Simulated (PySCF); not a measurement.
# BSe: bond curves at several levels of theory

The task here is to estimate one member of a computed series from the others.

Method: B aug-pcseg-1, Se aug-pcseg-1, no relativity; program: PySCF 2.14.0.

Set-up of the first run:

The job is set up so:

| Quantity | Value |
| --- | --- |
| atoms | B, Se |
| charge | 0 |
| basis | B aug-pcseg-1, Se aug-pcseg-1 |
| Hamiltonian | no relativity |
| basis functions | 59 |
| electrons treated | 39 |
| masses in u | 11.0093, 79.9165 |
| levels | PBE0, PBE, r²SCAN, TPSS, BP86, BHandHLYP, CAM-B3LYP, HF, MP2, SCS-MP2, CCSD, CCSD(T) |
| grid | 80 radial by 434 angular points |
| occupations | held fixed by the projection of orbital angular momentum |
| dissociation limit | B + Se, each in its ground configuration |
| starting distance in angstrom | 1.930 |
| values of 2S to try | 1, 3 |

Started as:

```
$ OMP_NUM_THREADS=1 python dia.py task.json out
```

Steps of the session up to this table: Input; The PBE0 curve of the state that the search chose; Excited determinants; PBE (GGA); r²SCAN; TPSS; BP86 (GGA); BHandHLYP (global hybrid GGA); CAM-B3LYP; ROHF; MP2 and coupled cluster.

One table of the session follows, with a row left open; its other results are not shown here.

Energy (eV) from each level's lowest point:

| R (Å) | ROHF | ROHF-MP2 | ROHF-SCS-MP2 | ROHF-CCSD | ROHF-CCSD(T) |
| --- | --- | --- | --- | --- | --- |
| 1.503 | 1.496 | 1.654 | 1.653 | n/a | n/a |
| 1.573 | 0.645 | 0.763 | 0.762 | 0.759 | 0.810 |
| 1.643 | ? | ? | ? | ? | ? |
| 1.696 | 0.028 | 0.064 | 0.064 | 0.064 | 0.080 |
| 1.748 | 0.000 | 0.000 | 0.000 | 0.000 | 0.000 |
| 1.800 | 0.071 | 0.035 | 0.034 | 0.033 | 0.017 |
| 1.870 | 0.279 | 0.200 | 0.197 | 0.191 | 0.151 |
| 1.958 | 0.660 | 0.539 | 0.530 | 0.510 | 0.444 |
| 2.063 | 1.205 | 1.071 | 1.047 | 0.987 | 0.897 |
| 2.203 | 1.943 | 1.881 | 1.819 | n/a | n/a |

Estimate the missing values for R (Å) = 1.643.

Worked estimate for «ROHF». A straight line through the neighbours (1.573, 0.645) and (1.696, 0.028) gives 0.645 + (0.028 − 0.645) × (1.643 − 1.573) / (1.696 − 1.573) = 0.294; a parabola fitted to 4 rows on both sides gives 0.167.

**Answer.** ROHF: 0.182; ROHF-MP2: 0.255; ROHF-SCS-MP2: 0.254; ROHF-CCSD: 0.253; ROHF-CCSD(T): 0.285. In «ROHF» the line misses by +0.112 and the parabola by -0.015.

To keep in mind: Lowest PBE0 solution found, without spin–orbit coupling: ²Σ⁺ (doublet), unpaired electrons σ ↑. Warnings in the runs' records: inverted.
